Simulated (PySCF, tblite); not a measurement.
# CH₁₁NO₂Si₃: dynamics, then NMR shifts on frames, part 2 of 2

tblite 0.8.0 and PySCF 2.14.0. Atoms count from 0. The steps go on from the part before.

**5. Nuclear shieldings: 625 fs, PBE0/pcSseg-1**

The job: settings as JSON, then the geometry in Å.

```
{"job": {"kind": "nmr", "xc": "PBE0", "basis": "pcSseg-1", "pop": false}, "charge": 0, "multiplicity": 1}
C     -1.450700    -0.521400     1.507500
N     -1.683300    -1.004700     0.149100
Si    -0.782300    -2.346600    -0.367300
O      0.713700    -2.011600    -0.012700
Si     2.050700    -1.131200     0.324700
O      1.795200     0.262200    -0.328500
Si     1.538900     1.637700    -1.237800
H     -0.402300    -0.583400     1.701500
H     -1.775000     0.530000     1.449000
H     -2.058800    -0.978200     2.282300
H     -2.559700    -0.691400    -0.216700
H     -1.123800    -3.574300     0.385700
H     -1.130100    -2.620100    -1.779900
H      3.105900    -1.717900    -0.553500
H      2.281600    -1.125500     1.664000
H      1.177500     1.290100    -2.626400
H      0.235100     2.238400    -0.743300
H      2.755800     2.474400    -1.335300
```

Level: GIAO PBE0/pcSseg-1 NMR shielding, non-relativistic, gas phase.

What it wrote:

```text
coarse grid: 16016 points
cycle   1  E = -1117.5840332608  dE =  8.131e-01  |g| = 1.070e+00  |ddm| = 3.851e+00
cycle   2  E = -1117.2633532025  dE =  3.207e-01  |g| = 1.675e+00  |ddm| = 2.134e+00
cycle   3  E = -1117.7820656380  dE = -5.187e-01  |g| = 1.009e-01  |ddm| = 1.517e+00
cycle   4  E = -1117.7836447339  dE = -1.579e-03  |g| = 5.404e-02  |ddm| = 1.307e-01
cycle   5  E = -1117.7842167148  dE = -5.720e-04  |g| = 1.376e-02  |ddm| = 5.203e-02
cycle   6  E = -1117.7842539018  dE = -3.719e-05  |g| = 2.448e-03  |ddm| = 1.352e-02
cycle   7  E = -1117.7842550197  dE = -1.118e-06  |g| = 7.891e-04  |ddm| = 2.055e-03
final grid: 139488 points
cycle   8  E = -1117.8420454917  dE = -1.221e-05  |g| = 1.146e-02  |ddm| = 1.881e-02
cycle   9  E = -1117.8420182203  dE =  2.727e-05  |g| = 1.675e-02  |ddm| = 1.874e-02
cycle  10  E = -1117.8420693848  dE = -5.116e-05  |g| = 1.040e-03  |ddm| = 1.158e-02
cycle  11  E = -1117.8420696099  dE = -2.250e-07  |g| = 1.631e-04  |ddm| = 8.134e-04
cycle  12  E = -1117.8420696160  dE = -6.096e-09  |g| = 3.397e-05  |ddm| = 1.570e-04
cycle  13  E = -1117.8420696161  dE = -1.576e-10  |g| = 1.860e-05  |ddm| = 3.684e-05
converged SCF energy = -1117.8420696161

GIAO shielding tensors (ppm)
atom      isotropic    diamagn.    paramagn.     s11        s22        s33       span
  0 C      157.697     248.304     -90.607    130.206    157.770    185.116     54.910
  1 N      239.151     324.255     -85.104    198.256    238.183    281.014     82.758
  2 Si     401.344     881.345    -480.000    372.300    390.495    441.239     68.939
  3 O      262.623     400.365    -137.742    197.480    250.480    339.908    142.428
  4 Si     398.117     881.525    -483.409    380.332    399.111    414.907     34.574
  5 O      299.127     398.041     -98.914    234.475    289.603    373.303    138.828
  6 Si     395.075     879.808    -484.734    353.012    355.166    477.046    124.033
  7 H       29.288      35.016      -5.728     23.901     30.823     33.139      9.238
  8 H       28.320      32.539      -4.219     23.479     26.634     34.847     11.368
  9 H       29.234      29.485      -0.251     24.241     26.724     36.737     12.496
 10 H       31.196      34.608      -3.412     23.011     28.124     42.454     19.443
 11 H       26.518      28.324      -1.805     22.883     24.463     32.209      9.327
 12 H       26.495      29.683      -3.188     23.493     23.906     32.086      8.593
 13 H       26.363      27.666      -1.303     22.436     24.336     32.315      9.879
 14 H       27.814      31.495      -3.681     24.311     25.448     33.682      9.371
 15 H       26.320      30.425      -4.105     23.387     24.861     30.712      7.325
 16 H       25.697      31.114      -5.417     22.054     25.145     29.890      7.836
 17 H       26.212      27.855      -1.642     22.834     24.327     31.476      8.642
```

It took 28 s on 1 thread of Intel Xeon Platinum 8488C, shared host; peak memory 0.9 GiB.

This run: δ C0 29.2, N1 28.6, Si6 -45.9, Si4 -49.0, H16 6.02, H17 5.50 ppm.

**6. NMR shieldings: 800 fs, PBE0/pcSseg-1**

The job: settings as JSON, then the geometry in Å.

```
{"job": {"kind": "nmr", "xc": "PBE0", "basis": "pcSseg-1", "pop": false}, "charge": 0, "multiplicity": 1}
C     -2.231800    -0.093200     1.045900
N     -1.775500    -0.847300    -0.121100
Si    -0.853000    -2.236500    -0.372400
O      0.746500    -2.103500    -0.164700
Si     2.240700    -1.513200     0.085200
O      2.433700     0.007700    -0.425300
Si     1.747400     1.445600    -0.754600
H     -1.522800    -0.292100     1.822200
H     -2.269900     1.040100     0.885600
H     -3.300900    -0.337100     1.360800
H     -2.176700    -0.389700    -0.941600
H     -1.111900    -3.400300     0.515600
H     -1.172900    -2.734100    -1.726900
H      3.022100    -2.299100    -0.881400
H      2.520200    -1.522100     1.504700
H      0.641800     1.560400     0.227000
H      2.791300     2.399600    -0.663200
H      1.051900     1.468900    -2.055300
```

Method: GIAO PBE0/pcSseg-1 NMR shielding, non-relativistic, gas phase.

What it wrote:

```text
coarse grid: 16016 points
cycle   1  E = -1117.6025297389  dE =  6.671e-01  |g| = 1.059e+00  |ddm| = 3.826e+00
cycle   2  E = -1117.2921590678  dE =  3.104e-01  |g| = 1.656e+00  |ddm| = 2.065e+00
cycle   3  E = -1117.7958285588  dE = -5.037e-01  |g| = 9.644e-02  |ddm| = 1.461e+00
cycle   4  E = -1117.7970913593  dE = -1.263e-03  |g| = 5.692e-02  |ddm| = 1.192e-01
cycle   5  E = -1117.7977356289  dE = -6.443e-04  |g| = 1.294e-02  |ddm| = 4.810e-02
cycle   6  E = -1117.7977691017  dE = -3.347e-05  |g| = 2.510e-03  |ddm| = 1.207e-02
cycle   7  E = -1117.7977701502  dE = -1.049e-06  |g| = 1.073e-03  |ddm| = 2.253e-03
final grid: 139488 points
cycle   8  E = -1117.8544991983  dE = -1.266e-05  |g| = 1.062e-02  |ddm| = 1.847e-02
cycle   9  E = -1117.8544729748  dE =  2.622e-05  |g| = 1.597e-02  |ddm| = 1.760e-02
cycle  10  E = -1117.8545199119  dE = -4.694e-05  |g| = 8.653e-04  |ddm| = 1.095e-02
cycle  11  E = -1117.8545200656  dE = -1.538e-07  |g| = 1.792e-04  |ddm| = 6.858e-04
cycle  12  E = -1117.8545200727  dE = -7.095e-09  |g| = 3.855e-05  |ddm| = 1.419e-04
cycle  13  E = -1117.8545200729  dE = -1.660e-10  |g| = 2.425e-05  |ddm| = 4.244e-05
converged SCF energy = -1117.8545200729

GIAO shielding tensors (ppm)
atom      isotropic    diamagn.    paramagn.     s11        s22        s33       span
  0 C      149.262     244.288     -95.026    118.451    147.728    181.607     63.157
  1 N      225.875     324.276     -98.402    206.333    230.856    240.435     34.103
  2 Si     406.146     880.698    -474.552    374.512    413.817    430.108     55.596
  3 O      233.400     402.038    -168.638    163.251    222.504    314.446    151.194
  4 Si     397.030     880.855    -483.825    382.852    400.177    408.061     25.209
  5 O      292.684     402.918    -110.235    242.244    273.586    362.221    119.977
  6 Si     394.880     881.885    -487.006    349.836    366.184    468.619    118.783
  7 H       28.760      32.006      -3.245     24.177     27.698     34.406     10.229
  8 H       27.684      30.136      -2.453     23.285     26.262     33.504     10.219
  9 H       27.543      25.942       1.601     22.238     25.607     34.785     12.548
 10 H       29.810      34.209      -4.399     21.308     28.998     39.124     17.817
 11 H       26.423      28.043      -1.620     22.460     25.010     31.798      9.338
 12 H       26.771      29.177      -2.406     23.175     25.002     32.136      8.961
 13 H       26.538      27.759      -1.221     22.373     24.755     32.485     10.112
 14 H       26.674      30.276      -3.603     23.071     24.778     32.172      9.101
 15 H       26.250      34.591      -8.341     22.712     26.003     30.036      7.324
 16 H       27.109      30.376      -3.267     23.369     25.255     32.703      9.333
 17 H       26.486      32.077      -5.591     23.957     24.825     30.676      6.719
```

Wall time 28 s (1 thread of Intel Xeon Platinum 8488C, shared host); peak memory 0.9 GiB.

This run: δ C0 37.7, N1 41.9, Si6 -45.7, Si4 -47.9, H15 5.47, H11 5.29 ppm.

**7. Nuclear shieldings: 1000 fs, PBE0/pcSseg-1**

The job: settings as JSON, then the geometry in Å.

```
{"job": {"kind": "nmr", "xc": "PBE0", "basis": "pcSseg-1", "pop": false}, "charge": 0, "multiplicity": 1}
C     -2.558700    -0.388600     0.872900
N     -1.204600    -0.644800     0.407500
Si    -0.703200    -2.080200    -0.391200
O      0.902600    -2.158100    -0.576900
Si     2.186200    -1.533300     0.200600
O      2.047400     0.050600    -0.187300
Si     1.855900     1.112000    -1.379000
H     -3.119700    -1.135900     0.337100
H     -2.740800    -0.519800     1.922900
H     -2.956800     0.577400     0.564700
H     -0.528800     0.072200     0.603300
H     -0.980100    -3.148500     0.527600
H     -1.295100    -2.168500    -1.683200
H      3.225900    -2.145700    -0.507400
H      2.015100    -1.456900     1.660700
H      0.926000     2.045900    -0.622000
H      3.167500     1.773800    -1.584700
H      1.178500     0.582800    -2.610900
```

Method: GIAO PBE0/pcSseg-1 NMR shielding, non-relativistic, gas phase.

What it wrote:

```text
coarse grid: 16016 points
cycle   1  E = -1117.5726973927  dE =  8.001e-01  |g| = 1.082e+00  |ddm| = 3.835e+00
cycle   2  E = -1117.2351953286  dE =  3.375e-01  |g| = 1.709e+00  |ddm| = 2.277e+00
cycle   3  E = -1117.7782017604  dE = -5.430e-01  |g| = 1.067e-01  |ddm| = 1.611e+00
cycle   4  E = -1117.7797356891  dE = -1.534e-03  |g| = 6.422e-02  |ddm| = 1.448e-01
cycle   5  E = -1117.7805704973  dE = -8.348e-04  |g| = 1.240e-02  |ddm| = 6.291e-02
cycle   6  E = -1117.7805991914  dE = -2.869e-05  |g| = 2.854e-03  |ddm| = 1.314e-02
cycle   7  E = -1117.7806007934  dE = -1.602e-06  |g| = 8.061e-04  |ddm| = 2.342e-03
final grid: 139488 points
cycle   8  E = -1117.8380041560  dE = -1.862e-05  |g| = 1.089e-02  |ddm| = 1.974e-02
cycle   9  E = -1117.8379779687  dE =  2.619e-05  |g| = 1.610e-02  |ddm| = 1.968e-02
cycle  10  E = -1117.8380264154  dE = -4.845e-05  |g| = 1.092e-03  |ddm| = 1.212e-02
cycle  11  E = -1117.8380266554  dE = -2.400e-07  |g| = 1.903e-04  |ddm| = 8.423e-04
cycle  12  E = -1117.8380266627  dE = -7.391e-09  |g| = 6.253e-05  |ddm| = 1.975e-04
cycle  13  E = -1117.8380266633  dE = -5.309e-10  |g| = 3.025e-05  |ddm| = 5.848e-05
converged SCF energy = -1117.8380266633

GIAO shielding tensors (ppm)
atom      isotropic    diamagn.    paramagn.     s11        s22        s33       span
  0 C      162.074     239.399     -77.325    130.482    165.341    190.398     59.916
  1 N      258.930     332.534     -73.604    209.557    269.288    297.946     88.389
  2 Si     381.824     883.059    -501.235    359.438    379.551    406.483     47.045
  3 O      258.120     402.888    -144.767    208.458    242.279    323.624    115.166
  4 Si     382.548     882.926    -500.378    373.263    379.503    394.878     21.616
  5 O      278.331     403.393    -125.062    206.481    262.842    365.669    159.187
  6 Si     394.467     881.428    -486.960    359.601    366.287    457.514     97.913
  7 H       29.580      28.719       0.862     24.613     27.797     36.331     11.718
  8 H       29.562      28.404       1.159     23.950     27.431     37.306     13.356
  9 H       29.117      28.967       0.150     23.598     27.431     36.322     12.724
 10 H       31.789      41.562      -9.773     21.319     31.145     42.903     21.584
 11 H       26.616      30.588      -3.972     22.862     24.900     32.086      9.224
 12 H       26.864      31.640      -4.776     23.543     24.614     32.435      8.891
 13 H       27.290      29.591      -2.302     23.389     24.670     33.810     10.420
 14 H       26.308      31.201      -4.894     23.537     23.812     31.574      8.037
 15 H       25.815      32.052      -6.237     22.144     24.956     30.344      8.200
 16 H       26.158      28.636      -2.478     22.638     24.223     31.615      8.977
 17 H       25.897      30.813      -4.916     22.909     24.958     29.826      6.917
```

Wall time 28 s (1 thread of Intel Xeon Platinum 8488C, shared host); peak memory 0.9 GiB.

This run: δ C0 24.9, N1 8.8, Si2 -32.7, Si4 -33.4, H15 5.90, H17 5.82 ppm.

**8. Comparing the runs: NMR shifts**

Shifts (ppm) of some atoms, chosen among heavy atoms and hydrogens apart, with basis size and wall time:

```
  frame    H9    H10    N1    Si2    Si4     O3    O5  functions  time
 250 fs  4.64   0.14  25.7  -38.9  -43.1   77.5  43.5        195  30 s
 425 fs  3.35   0.23  44.4  -45.8  -46.4   95.5  48.9        195  28 s
 625 fs  2.48   0.52  28.6  -52.2  -49.0   73.5  37.0        195  28 s
 800 fs  4.17   1.91  41.9  -57.0  -47.9  102.7  43.4        195  28 s
1000 fs  2.60  -0.07   8.8  -32.7  -33.4   78.0  57.7        195  28 s
```

**9. Results**

This closing draws on all 2 parts.

| quantity | value |
| --- | --- |
| thermostat | 300 K |
| mean temperature, second half | 301 K |
| mean potential energy above the minimum | 0.61 eV |
| 13C shifts against TMS (PBE0/pcSseg-1, 250 fs) | 30.0 ppm |
| 1H shifts against TMS (PBE0/pcSseg-1, 250 fs) | 5.95, 5.74, 5.37, 5.37, 5.24, 5.15, 5.07, 4.64, 3.77, 2.53, 0.14 ppm |
| 15N shifts against NH3 (PBE0/pcSseg-1, 250 fs) | 25.7 ppm |
| 29Si shifts against TMS (PBE0/pcSseg-1, 250 fs) | -38.9, -43.1, -50.9 ppm |
| 17O shifts against H2O (PBE0/pcSseg-1, 250 fs) | 77.5, 43.5 ppm |
| range of the shift of N1 | 8.8 to 44.4 ppm |

**Reading.** In the second half the potential energy averages 0.61 eV above the minimum; equipartition over 48 harmonic modes at 300 K would give 0.62 eV. With 18 atoms the temperature swings widely (192 to 384 K). Shifts at one fixed geometry are not the observed spectrum, which averages over the motion. In the first frame run (250 fs): The largest span, 136 ppm, is at Si6, where the paramagnetic term is -479 ppm. Across the 5 runs the shift of N1 moves most, between 8.8 (1000 fs) and 44.4 ppm (425 fs).
